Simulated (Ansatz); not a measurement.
# C₂H₅AlO: how energies converge with the basis set

The task here is to estimate one member of a computed series from the others.

Program: Ansatz 0.2.0, Gaussian basis. Level of theory: one geometry, several basis sets. These are calculated values, not measurements.

Levels to be run: PBE0-D4/def2-SVP; ωB97M-V/def2-SVP; PBE0-D4/def2-QZVPP; ωB97M-V/def2-QZVPP; the functionals' def2-TZVPP values are taken from earlier runs.

## The relaxed structure

All runs share one geometry, relaxed beforehand with PBE0-D4 in a triple-zeta def2 set.

SMILES `C[CH]1[O][AlH]1`, 9 atoms, charge 0, spin multiplicity 1.

Atoms are counted from 1 here; the program's logs count them from 0.

Bond lengths: C1–C2 1.501 Å, C1–H5 1.097 Å, C1–H6 1.093 Å, C1–H7 1.094 Å, C2–O3 1.486 Å, C2–Al4 1.893 Å, C2–H8 1.093 Å, O3–Al4 1.707 Å, Al4–H9 1.571 Å. Angles: C2–C1–H5 110.4°, C2–C1–H6 112.5°, C2–C1–H7 110.2°, H5–C1–H6 107.6°, H5–C1–H7 108.0°, H6–C1–H7 108.0°, C1–C2–O3 113.7°, C1–C2–Al4 127.3°, C1–C2–H8 111.5°, O3–C2–Al4 59.2°, O3–C2–H8 110.4°, Al4–C2–H8 119.7°, C2–O3–Al4 72.4°, C2–Al4–O3 48.4°, C2–Al4–H9 173.6°, O3–Al4–H9 137.8°.

Geometry (Å):

```mol
C2H5AlO
  3D, bonds by distance, orders not assigned

  9  9  0  0  0  0  0  0  0  0999 V2000
    0.1498    0.6384   -1.0583 C   0  0
    0.0828   -0.5305   -0.1198 C   0  0
    0.9982   -0.4135    1.0450 O   0  0
   -0.5936   -0.5450    1.6486 Al  0  0
    1.1422    0.7006   -1.5211 H   0  0
   -0.0409    1.5899   -0.5561 H   0  0
   -0.5881    0.5240   -1.8572 H   0  0
    0.2519   -1.4750   -0.6429 H   0  0
   -1.3137   -0.5352    3.0448 H   0  0
  1  2  8  0
  2  3  8  0
  3  4  8  0
  1  5  8  0
  1  6  8  0
  1  7  8  0
  2  8  8  0
  4  9  8  0
  2  4  8  0
M  END
```

The first run:

in.yaml reads:

```yaml
crystal:
  periodic: [false, false, false]
  atoms:
    - {symbol: C, position_ang: [0.149816, 0.638437, -1.058337]}
    - {symbol: C, position_ang: [0.082815, -0.530545, -0.119834]}
    - {symbol: O, position_ang: [0.998161, -0.413506, 1.044979]}
    - {symbol: Al, position_ang: [-0.593602, -0.544989, 1.648643]}
    - {symbol: H, position_ang: [1.142217, 0.700559, -1.521070]}
    - {symbol: H, position_ang: [-0.040888, 1.589939, -0.556124]}
    - {symbol: H, position_ang: [-0.588127, 0.523967, -1.857183]}
    - {symbol: H, position_ang: [0.251850, -1.475049, -0.642912]}
    - {symbol: H, position_ang: [-1.313743, -0.535215, 3.044838]}
basis:
  gaussian: {orbitals: def2-SVP}
hamiltonian: {xc: pbe0, dispersion: d4}
output: {orbitals: {seedname: orbitals}}
```

Run with:

```sh
ansatz run in.yaml --threads 2 --pin off --events-out ev --progress --plain --max-ram 4352MiB
```

Steps of the session up to this table: PBE0-D4 in def2-SVP; ωB97M-V in def2-SVP; PBE0-D4 in def2-QZVPP; ωB97M-V in def2-QZVPP.

One of the session's tables, all rows but one given; the rest of the session is left out.

It belongs to the step «Density functionals: the series». 

| functional | basis | HOMO (eV) |
| --- | --- | --- |
| PBE0-D4 | def2-SVP | -6.17 |
| PBE0-D4 | def2-TZVPP | ? |
| PBE0-D4 | def2-QZVPP | -6.25 |
| ωB97M-V | def2-SVP | -8.34 |
| ωB97M-V | def2-TZVPP | -8.41 |
| ωB97M-V | def2-QZVPP | -8.44 |

Estimate the missing values for PBE0-D4, def2-TZVPP.

**Answer.** HOMO (eV): -6.22. In the column «HOMO (eV)» it lies between PBE0-D4, def2-QZVPP (-6.25) and PBE0-D4, def2-SVP (-6.17).
